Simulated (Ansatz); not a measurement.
# ClGaH3N: the cost of one run

Method: RKS BHLYP-D4/def2-SVP, in Ansatz 0.2.0.

### 1 Starting point

Bond lengths: Ga1–Cl2 2.440 Å, Ga1–H3 1.770 Å, Ga1–N4 1.930 Å, N4–H5 1.060 Å, N4–H6 1.060 Å. Angles: Cl2–Ga1–H3 49.7°, Cl2–Ga1–N4 159.4°, H3–Ga1–N4 150.9°, Ga1–N4–H5 120.0°, Ga1–N4–H6 120.0°, H5–N4–H6 120.0°.

Structure file:

```xyz
6

Ga    0.0000    0.0000    0.0000
Cl    1.5475    0.0000    1.8865
H     1.7697    0.0000    0.0287
N    -1.6714    0.0000   -0.9650
H    -2.3403   -0.8164   -0.8664
H    -1.9204    0.8164   -1.5936
```

### 2 A restrained relaxation towards end A

Springs on the bonds that form and break draw the guess towards this end; the thresholds are loose.

input.yaml

```yaml
crystal:
  periodic: [false, false, false]
  atoms:
    - { symbol: Ga, position_ang: [0.0, 0.0, 0.0] }
    - { symbol: Cl, position_ang: [1.5475, 0.0, 1.8865] }
    - { symbol: H, position_ang: [1.7697, 0.0, 0.0287] }
    - { symbol: "N", position_ang: [-1.6714, 0.0, -0.965] }
    - { symbol: H, position_ang: [-2.3403, -0.8164, -0.8664] }
    - { symbol: H, position_ang: [-1.9204, 0.8164, -1.5936] }
basis:
  gaussian: { orbitals: def2-SVP }
hamiltonian:
  xc: { name: BHLYP }
  dispersion: d4
relax:
  f_tol: 0.15
  max_steps: 25
  restrain:
    - { distance: [1, 2], at: 2.57, k: 30.0 }
    - { distance: [0, 1], at: 2.24, k: 30.0 }
    - { distance: [0, 2], at: 1.57, k: 30.0 }
```

On the command line:

```bash
$ ansatz run input.yaml --threads 1 --pin off --max-ram 2048MiB --backend cpu --events-out ev --progress --plain --runs-dir out
```

What time and memory should one allow on 1 thread of Arm Neoverse V2, shared host?

About 24 s, with a peak of 0.15 GiB.
